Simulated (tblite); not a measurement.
**NaCl at GFN2-xTB (tblite): moving one setting at a time**

Which settings matter? One reference run, then one change at a time; some changes are unwise on purpose.

Method: GFN2-xTB (tblite), atoms fixed, no spin polarisation, in tblite 0.8.0.

## 1. The system as given

It takes space group Fm-3m (No. 225, cubic). Conventional cell: a = 5.605 Å, b = 5.605 Å, c = 5.605 Å, α = 90.00°, β = 90.00°, γ = 90.00°. Around Na (site symmetry m-3m) lie 6 Cl at 2.80 Å. Cl (site symmetry m-3m) is surrounded by 6 Na at 2.80 Å.

Coordinates:

```
CELL_PARAMETERS angstrom
0.00000 2.80270 2.80270
2.80270 0.00000 2.80270
2.80270 2.80270 0.00000
ATOMIC_POSITIONS crystal
Na 0.00000 0.00000 0.00000
Cl 0.50000 0.50000 0.50000
```

The structure type (rocksalt) is imposed and need not be the compound's stable one.

## 2. The reference run

run.py

```python
import json
from ase import Atoms
from ase.build import make_supercell
from ase.units import Bohr, GPa, Hartree
from tblite.interface import Calculator

atoms = Atoms(['Na', 'Cl'],
              cell=[[0.0, 2.80269884, 2.80269884], [2.80269884, 0.0, 2.80269884], [2.80269884, 2.80269884, 0.0]],
              scaled_positions=[[0.0, 0.0, 0.0], [0.5, 0.5, 0.5]],
              pbc=True)
cluster = make_supercell(atoms, [[-2, 2, 2], [2, -2, 2], [2, 2, -2]])
calc = Calculator('GFN2-xTB', cluster.numbers, cluster.positions / Bohr, lattice=cluster.cell[:] / Bohr, periodic=cluster.pbc)
calc.set('temperature', 0.02 / Hartree)
calc.set('max-iter', 150)
res = calc.singlepoint()
levels = res.get('orbital-energies') * Hartree
nv = round(res.get('orbital-occupations').sum() / 2)
cells = len(cluster) // len(atoms)
out = {'energy_per_cell': res.get('energy') * Hartree / cells, 'homo': levels[nv - 1], 'lumo': levels[nv],
       'stress': (-res.get('virial') * Hartree / cluster.get_volume() / GPa).tolist(), 'charges': res.get('charges')[:len(atoms)].tolist(), 'electrons': 2 * nv / cells}
json.dump(out, open('results.json', 'w'))
for key, value in out.items():
    print(key, value)
```

Run with:

```
$ python run.py
```

Standard output:

```text
------------------------------------------------------------
  cycle        total energy    energy error   density error
------------------------------------------------------------
      1     -155.5018385660  -1.5556209E+02   3.1323446E-01
      2     -156.2246037139  -7.2276515E-01   1.6726630E-01
      3     -156.3824102928  -1.5780658E-01   1.0248757E-01
      4     -156.9196803495  -5.3727006E-01   3.0873997E-02
      5     -156.9472531354  -2.7572786E-02   2.0507304E-02
      6     -156.9671307021  -1.9877567E-02   4.4727261E-03
      7     -156.9676393407  -5.0863862E-04   3.0074174E-03
      8     -156.9680335582  -3.9421751E-04   7.1078443E-04
      9     -156.9680562113  -2.2653079E-05   1.0687727E-04
     10     -156.9680567342  -5.2288891E-07   3.0692564E-06
------------------------------------------------------------

 total:                                   4.727 sec
energy_per_cell -133.4786995402841
homo -13.105787196286832
lumo -9.086347424598227
stress [[0.7791705556903127, 1.8357688993153167e-14, -4.2174148401340984e-14], [1.835920599431632e-14, 0.7791705556903421, -2.294201240445852e-14], [-4.21738792249196e-14, -2.2944525422194006e-14, 0.7791705556903369]]
charges [0.6475589014055327, -0.6475543784958337]
electrons 8.0
```

Wall time 5.3 s (1 thread of Intel Xeon Platinum 8488C (Sapphire Rapids), shared host); peak memory 0.11 GiB.

Gap 4.02 eV; pressure 0.8 GPa. The 64 atoms of the cluster fold only a few k-points onto the zone centre, so gap and energy may not be converged in the cluster's size.

## 3. Change: accuracy = 10.0

Edit run.py of step 2 so:

```diff
@@ -14,2 +14,3 @@
 calc.set('max-iter', 150)
+calc.set('accuracy', 10.0)
 res = calc.singlepoint()
```

Run with:

```
$ python run.py
```

Standard output:

```text
------------------------------------------------------------
  cycle        total energy    energy error   density error
------------------------------------------------------------
      1     -155.5018385660  -1.5556209E+02   3.1323446E-01
      2     -156.2246037139  -7.2276515E-01   1.6726630E-01
      3     -156.3824102928  -1.5780658E-01   1.0248757E-01
      4     -156.9196803495  -5.3727006E-01   3.0873997E-02
      5     -156.9472531354  -2.7572786E-02   2.0507304E-02
      6     -156.9671307021  -1.9877567E-02   4.4727261E-03
      7     -156.9676393407  -5.0863862E-04   3.0074174E-03
      8     -156.9680335582  -3.9421751E-04   7.1078443E-04
      9     -156.9680562113  -2.2653079E-05   1.0687727E-04
     10     -156.9680567342  -5.2288891E-07   3.0692564E-06
------------------------------------------------------------

 total:                                   4.700 sec
energy_per_cell -133.4786995402841
homo -13.105787196286832
lumo -9.086347424598227
stress [[0.7791705556903127, 1.8357688993153167e-14, -4.2174148401340984e-14], [1.835920599431632e-14, 0.7791705556903421, -2.294201240445852e-14], [-4.21738792249196e-14, -2.2944525422194006e-14, 0.7791705556903369]]
charges [0.6475589014055327, -0.6475543784958337]
electrons 8.0
```

Run time: 5.2 s. Hardware: 1 thread of Intel Xeon Platinum 8488C (Sapphire Rapids), shared host; peak memory 0.11 GiB.

Against the reference run the gap moves by 0.00 eV and the energy by 0.0 meV/atom.

## 4. Change: mixer-damping = 0.7

Edit run.py of step 3 so:

```diff
@@ -14,3 +14,3 @@
 calc.set('max-iter', 150)
-calc.set('accuracy', 10.0)
+calc.set('mixer-damping', 0.7)
 res = calc.singlepoint()
```

Run with:

```
$ python run.py
```

Standard output:

```text
------------------------------------------------------------
  cycle        total energy    energy error   density error
------------------------------------------------------------
      1     -155.5018385660  -1.5556209E+02   3.1323446E-01
      2     -156.9445535011  -1.4427149E+00   2.4565137E-02
      3     -156.9582685039  -1.3715003E-02   1.4132616E-02
      4     -156.9653184883  -7.0499844E-03   7.5568272E-03
      5     -156.9680563458  -2.7378575E-03   9.1449862E-05
      6     -156.9680567336  -3.8779356E-07   1.3598171E-05
------------------------------------------------------------

 total:                                   4.260 sec
energy_per_cell -133.47869953980182
homo -13.105789482909252
lumo -9.086373612502888
stress [[0.779196875744894, -5.3289070722265024e-14, -1.1644727376886476e-13], [-5.329426456054831e-14, 0.7791968757449629, 5.079473411237122e-15], [-1.164458317351418e-13, 5.078302297990911e-15, 0.7791968757449879]]
charges [0.6475593744948833, -0.647552891930016]
electrons 8.0
```

Run time: 4.8 s. Hardware: 1 thread of Intel Xeon Platinum 8488C (Sapphire Rapids), shared host; peak memory 0.11 GiB.

Against the reference run the gap moves by 0.00 eV and the energy by 0.0 meV/atom.

## 5. Change: temperature = 0.1

Edit run.py of step 4 so:

```diff
@@ -12,5 +12,4 @@
 calc = Calculator('GFN2-xTB', cluster.numbers, cluster.positions / Bohr, lattice=cluster.cell[:] / Bohr, periodic=cluster.pbc)
-calc.set('temperature', 0.02 / Hartree)
+calc.set('temperature', 0.1 / Hartree)
 calc.set('max-iter', 150)
-calc.set('mixer-damping', 0.7)
 res = calc.singlepoint()
```

Run with:

```
$ python run.py
```

Standard output:

```text
------------------------------------------------------------
  cycle        total energy    energy error   density error
------------------------------------------------------------
      1     -155.5018385660  -1.5556209E+02   3.1323446E-01
      2     -156.2246037139  -7.2276515E-01   1.6726630E-01
      3     -156.3823970959  -1.5779338E-01   1.0248835E-01
      4     -156.9196831639  -5.3728607E-01   3.0873135E-02
      5     -156.9472477287  -2.7564565E-02   2.0509889E-02
      6     -156.9671309906  -1.9883262E-02   4.4720322E-03
      7     -156.9676394334  -5.0844278E-04   3.0070800E-03
      8     -156.9680335734  -3.9414008E-04   7.1055231E-04
      9     -156.9680562120  -2.2638524E-05   1.0682534E-04
     10     -156.9680567343  -5.2238300E-07   3.0664078E-06
------------------------------------------------------------

 total:                                   4.692 sec
energy_per_cell -133.47869954040215
homo -13.105787189479187
lumo -9.086347359746487
stress [[0.7791705080397957, -4.899971689855632e-15, -2.8037636428435897e-15], [-4.9066319273997846e-15, 0.7791705080397845, -6.415552880886668e-14], [-2.8062621472153967e-15, -6.415887920729491e-14, 0.7791705080399166]]
charges [0.6475589044672548, -0.6475543815596011]
electrons 8.0
```

Wall time 5.2 s (1 thread of Intel Xeon Platinum 8488C (Sapphire Rapids), shared host); peak memory 0.11 GiB.

Against the reference run the gap moves by 0.00 eV and the energy by 0.0 meV/atom.

## 6. Change: charge = -2.0

Edit run.py of step 5 so:

```diff
@@ -11,4 +11,4 @@
 cluster = make_supercell(atoms, [[-2, 2, 2], [2, -2, 2], [2, 2, -2]])
-calc = Calculator('GFN2-xTB', cluster.numbers, cluster.positions / Bohr, lattice=cluster.cell[:] / Bohr, periodic=cluster.pbc)
-calc.set('temperature', 0.1 / Hartree)
+calc = Calculator('GFN2-xTB', cluster.numbers, cluster.positions / Bohr, lattice=cluster.cell[:] / Bohr, charge=-2.0, periodic=cluster.pbc)
+calc.set('temperature', 0.02 / Hartree)
 calc.set('max-iter', 150)
```

Run with:

```
$ python run.py
```

Standard output:

```text
------------------------------------------------------------
  cycle        total energy    energy error   density error
------------------------------------------------------------
      1     -156.3924797516  -1.5645273E+02   3.0575807E-01
      2     -156.9602646158  -5.6778486E-01   1.6600542E-01
      3     -157.2502166847  -2.8995207E-01   8.1060029E-02
      4     -157.5709248401  -3.2070816E-01   1.7432964E-02
      5     -157.5745312015  -3.6063614E-03   1.5016856E-02
      6     -157.5839827301  -9.4515286E-03   3.6026393E-03
      7     -157.5843786453  -3.9591515E-04   1.7370149E-03
      8     -157.5844451108  -6.6465512E-05   1.1748118E-03
      9     -157.5844990538  -5.3943014E-05   2.4943595E-04
     10     -157.5845015670  -2.5132017E-06   2.5081416E-05
     11     -157.5845015908  -2.3816739E-08   6.4648084E-06
------------------------------------------------------------

 total:                                   4.817 sec
energy_per_cell -134.00289700768948
homo -7.683065980623258
lumo -6.459958929911566
stress [[1.6687574361233448, -8.719529512887543e-17, 1.1880292532891783e-14], [-8.86576501968986e-17, 1.6687574361234638, -1.817561570822322e-14], [1.1880604805578246e-14, -1.8171405868848052e-14, 1.668757436123447]]
charges [0.6075230602660667, -0.6700183317034529]
electrons 8.0625
```

Run time: 5.3 s. Hardware: 1 thread of Intel Xeon Platinum 8488C (Sapphire Rapids), shared host; peak memory 0.11 GiB.

A charged periodic cell is another system, so nothing is compared.

## 7. Change: cluster = 1x1x1

Edit run.py of step 6 so:

```diff
@@ -10,4 +10,4 @@
               pbc=True)
-cluster = make_supercell(atoms, [[-2, 2, 2], [2, -2, 2], [2, 2, -2]])
-calc = Calculator('GFN2-xTB', cluster.numbers, cluster.positions / Bohr, lattice=cluster.cell[:] / Bohr, charge=-2.0, periodic=cluster.pbc)
+cluster = make_supercell(atoms, [[-1, 1, 1], [1, -1, 1], [1, 1, -1]])
+calc = Calculator('GFN2-xTB', cluster.numbers, cluster.positions / Bohr, lattice=cluster.cell[:] / Bohr, periodic=cluster.pbc)
 calc.set('temperature', 0.02 / Hartree)
```

Run with:

```
$ python run.py
```

Standard output:

```text
------------------------------------------------------------
  cycle        total energy    energy error   density error
------------------------------------------------------------
      1     -19.44261185300  -1.9450143E+01   2.8076668E-01
      2     -19.46741148080  -2.4799628E-02   1.6252506E-01
      3     -19.48562603892  -1.8214558E-02   1.5285174E-02
      4     -19.48563480589  -8.7669712E-06   5.4467517E-03
      5     -19.48563684920  -2.0433083E-06   1.6550074E-04
      6     -19.48563686784  -1.8635976E-08   1.0136467E-04
      7     -19.48563687459  -6.7542771E-09   3.8667648E-06
------------------------------------------------------------

 total:                                   0.597 sec
energy_per_cell -132.5577967312797
homo -13.271849067902444
lumo -10.757665834871759
stress [[0.31728723283720855, -5.0001496404324665e-14, -1.201383647263182e-13], [-5.000240356864865e-14, 0.31728723283775817, -5.932337687589985e-14], [-1.2013781400456677e-13, -5.932471812683736e-14, 0.31728723283795895]]
charges [0.7311923932525077, -0.7311923932525158]
electrons 8.0
```

Run time: 1.1 s. Hardware: 1 thread of Intel Xeon Platinum 8488C (Sapphire Rapids), shared host; peak memory 0.089 GiB.

Against the reference run the gap moves by -1.51 eV and the energy by +460.5 meV/atom. One cell at the zone centre alone can't describe the crystal.

## 8. Results

| change | ends | gap (eV) | energy (meV/atom) | pressure (GPa) | time |
| --- | --- | --- | --- | --- | --- |
| none | converged | 4.02 | 0 | 0.8 | 5.3 s |
| accuracy = 10.0 | converged | 0.00 | 0.0 | 0.0 | 5.2 s |
| mixer-damping = 0.7 | converged | 0.00 | 0.0 | 0.0 | 4.8 s |
| temperature = 0.1 | converged | 0.00 | 0.0 | 0.0 | 5.2 s |
| charge = -2.0 | converged | – | – | – | 5.3 s |
| cluster = 1x1x1 | converged | -1.51 | +460.5 | -0.5 | 1.1 s |

The first row holds values, the others changes from it. Keys are the program's: temperature in eV (tblite) or K (CP2K), cutoffs in Ry, CUTOFP in Å. Among the numerical settings, cluster = 1x1x1 moves the energy most (+460.5 meV/atom). The changed runs test settings; they are no properties of the crystal.
